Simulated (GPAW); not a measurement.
A run of GPAW 26.7.0 is set up as follows.

run.py

```python
from ase import Atoms
from ase.calculators.mixing import SumCalculator
from ase.filters import FrechetCellFilter
from ase.io import write
from ase.optimize import BFGS
from dftd3.ase import DFTD3
from gpaw import GPAW, PW, setup_paths

setup_paths.insert(0, '.')

atoms = Atoms(['Si', 'Se'],
              cell=[[3.5951980377, 0.0, 0.0],
                    [-1.7975990189, 3.1135328323, 0.0],
                    [0.0, 0.0, 3.59873]],
              scaled_positions=[[0.66667, 0.33333, 0.5],
                                [0.0000033333, -0.0000033333, 0.0]],
              pbc=True)

calc = GPAW(mode=PW(600),
            xc='BLYP',
            kpts={'size': (7, 7, 6), 'gamma': True},
            occupations={'name': 'fermi-dirac', 'width': 0.05},
            nbands=13,
            convergence={'density': 1e-05, 'forces': 0.0001},
            eigensolver='davidson',
            maxiter=150,
            txt='gpaw.txt')
atoms.calc = SumCalculator([calc, DFTD3(method='blyp', damping='d3zero')])
opt = BFGS(FrechetCellFilter(atoms), trajectory='relax.traj', logfile='-')
done = opt.run(fmax=0.02, steps=60)
calc.write('gs.gpw')
write('result.traj', atoms)
print('Converged:', done)
print('Cell:', atoms.cell.cellpar().round(4))
print('Volume:', round(atoms.get_volume(), 4))
print(atoms.get_scaled_positions().round(5))
```

Potentials or basis: PAW data sets generated in the run's folder for this functional, pw.

Run with:

```sh
$ gpaw-setup -f BLYP Se Si
$ OMP_NUM_THREADS=1 python run.py
```

**Question.** What does it give for the band gap on the k mesh?

**Answer.** None (metal or under the smearing width).

**Question.** Estimate the relaxed cell.

**Answer.** a = 3.801 Å, b = 3.801 Å, c = 3.671 Å, α = 90.00°, β = 90.00°, γ = 120.00°.

**Question.** Estimate the space group after relaxing (to 0.05 Å).

**Answer.** P-6m2 (No. 187).

**Question.** Estimate the relaxed volume.

**Answer.** 22.97 Å³/atom.

Final structure:
```cif
data_structure
_symmetry_space_group_name_H-M 'P 1'
_symmetry_Int_Tables_number 1
_cell_length_a 3.8010
_cell_length_b 3.8010
_cell_length_c 3.6715
_cell_angle_alpha 90.000
_cell_angle_beta 90.000
_cell_angle_gamma 120.000
_cell_volume 45.94
loop_
_atom_site_label
_atom_site_type_symbol
_atom_site_fract_x
_atom_site_fract_y
_atom_site_fract_z
_atom_site_occupancy
Si1 Si 0.66667 0.33333 0.50000 1
Se1 Se 0.00000 0.00000 0.00000 1
```

Caveat: later steps reuse the first step's grids; pairwise dispersion overbinds metals, which lowers pressure and volume.
